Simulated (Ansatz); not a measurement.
**SiC (Moissanite 3C): from the listed structure to its properties**

An exercise on one series of results from a longer session: the logs are not shown, and one member is left open.

Computed with Ansatz 0.2.0 (DFT HSE06, scalar-relativistic, plane waves, PAW, unless a step's input says otherwise).

## The system as given

It takes space group F-43m (No. 216, cubic). Conventional cell: a = 4.358 Å, b = 4.358 Å, c = 4.358 Å, α = 90.00°, β = 90.00°, γ = 90.00°. Around Si (site symmetry -43m) lie 4 C at 1.89 Å. Around C (site symmetry -43m) lie 4 Si at 1.89 Å.

Structure file:

```cif
data_structure
_symmetry_space_group_name_H-M 'P 1'
_symmetry_Int_Tables_number 1
_cell_length_a 3.0816
_cell_length_b 3.0816
_cell_length_c 3.0816
_cell_angle_alpha 60.000
_cell_angle_beta 60.000
_cell_angle_gamma 60.000
_cell_volume 20.69
loop_
_atom_site_label
_atom_site_type_symbol
_atom_site_fract_x
_atom_site_fract_y
_atom_site_fract_z
_atom_site_occupancy
Si1 Si 0.00000 0.00000 0.00000 1
C1 C 0.25000 0.25000 0.25000 1
```

The structure comes from the Crystallography Open Database.

Set-up of the first run:

(A quick probe on a coarse mesh, which set the mesh and smearing, is not shown.)

input.yaml reads:

```yaml
crystal:
  lattice:
    - [0.0, 2.179, 2.179]
    - [2.179, 0.0, 2.179]
    - [2.179, 2.179, 0.0]
  atoms:
    - { symbol: Si, position: [0.0, 0.0, 0.0] }
    - { symbol: C, position: [0.25, 0.25, 0.25] }
basis:
  ecutwfc: 420
kpoints:
  mp_grid: { grid: [6, 6, 6] }
hamiltonian:
  xc: hse06
scf:
  occupations: { method: gaussian, width: 0.02 }
output:
  forces: true
  stress: true
  eigenvalues: true
relax:
  adjacent_minimum: "off"
  f_tol: 0.005
  max_steps: 80
  cell: { stress_tol: 0.05 }
```

On the command line:

```sh
$ ansatz run input.yaml --threads 4 --pin off --max-ram 10240MiB --backend cpu --events-out ev --progress --plain --runs-dir out
```

Steps of the session up to this table: Full relaxation; Volume × 0.97; The cell scaled to 1.03 of its volume; The cell scaled to 0.94 of its volume; Volume × 1.06.

One of the session's tables, all rows but one given; the rest of the session is left out.

It belongs to the step «Fit of the equation of state». 

| volume (Å³/atom) | energy above the lowest point (meV/atom) | pressure (GPa) | gap on the mesh (eV) |
| --- | --- | --- | --- |
| 9.667 | 29.7 | 16.18 | 2.18 |
| 9.976 | ? | ? | ? |
| 10.284 | 0.0 | -0.01 | 2.22 |
| 10.593 | 6.5 | -6.52 | 2.24 |
| 10.901 | 24.6 | -12.13 | 2.26 |

Estimate the missing values for volume (Å³/atom) = 9.976.

Worked estimate for «energy above the lowest point (meV/atom)». A straight line through the neighbours (9.667, 29.7) and (10.284, 0.0) gives 29.7 + (0.0 − 29.7) × (9.976 − 9.667) / (10.284 − 9.667) = 14.8; a parabola fitted to 3 rows on both sides gives 7.7.

As computed: energy above the lowest point (meV/atom): 7.1; pressure (GPa): 7.50; gap on the mesh (eV): 2.21. In «energy above the lowest point (meV/atom)» the line misses by +7.7 and the parabola by +0.6.

Limits of these values: The start is a reported cell, which holds thermal expansion that this zero-temperature run lacks. Warnings in the runs' records: stress scf threshold loose, stress exchange threshold loose.
